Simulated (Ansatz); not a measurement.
# HfO+ (doublet): the correlation ladder, def2-QZVPP

An exercise on one series of results from a longer session: the logs are not shown, and one member is left open.

The runs use Ansatz 0.2.0, Gaussian basis; def2-QZVPP, core rule «outside noble gas», up to 5 orbitals frozen.

Plan: UHF; ROHF; CCSD(T) on UHF.

2 further runs of the same task are left out: 2 set aside as unsound or not needed.

### The geometry

The geometry is a PBE0/def2-TZVP stationary point (not a proven minimum) of the parent state, kept for this charge and spin. No spin-orbit coupling is included. Elements past krypton take def2 core potentials.

2 atoms, charge 1, spin multiplicity 2.

Atoms are counted from 1 here; the program's logs count them from 0.

Bond lengths: Hf1–O2 1.741 Å.

The first run:

in.yaml reads:

```yaml
crystal:
  periodic: [false, false, false]
  atoms:
    - {symbol: Hf, position_ang: [0.000000, 0.000000, 0.000000]}
    - {symbol: O, position_ang: [0.000000, 0.000000, 1.741200]}
basis:
  gaussian: {orbitals: "def2-QZVPP.json"}
total_charge: 1
magnetization: {spin_polarized: true, initial_magnetization: 1}
hamiltonian: {xc: hf}
output: {orbitals: {seedname: orbitals}}
```

Command:

```
$ ansatz run in.yaml --threads 1 --pin off --events-out ev --progress --plain --max-ram 4096MiB --backend cpu
```

Steps of the session up to this table: UHF; ROHF; CCSD(T) on UHF.

One of the session's tables, all rows but one given; the rest of the session is left out.

It belongs to the step «Misses and costs». 

| method | from UCCSD(T) (kcal/mol) |
| --- | --- |
| ROHF | +221.64 |
| UHF | ? |
| UMP2 | -2.42 |
| UCCSD | +14.72 |
| UCCSD(T) | 0 |

Q: Estimate the row for UHF from the others.

**Answer.** from UCCSD(T) (kcal/mol): +220.94. In the column «from UCCSD(T) (kcal/mol)» it lies between UCCSD (+14.72) and ROHF (+221.64).
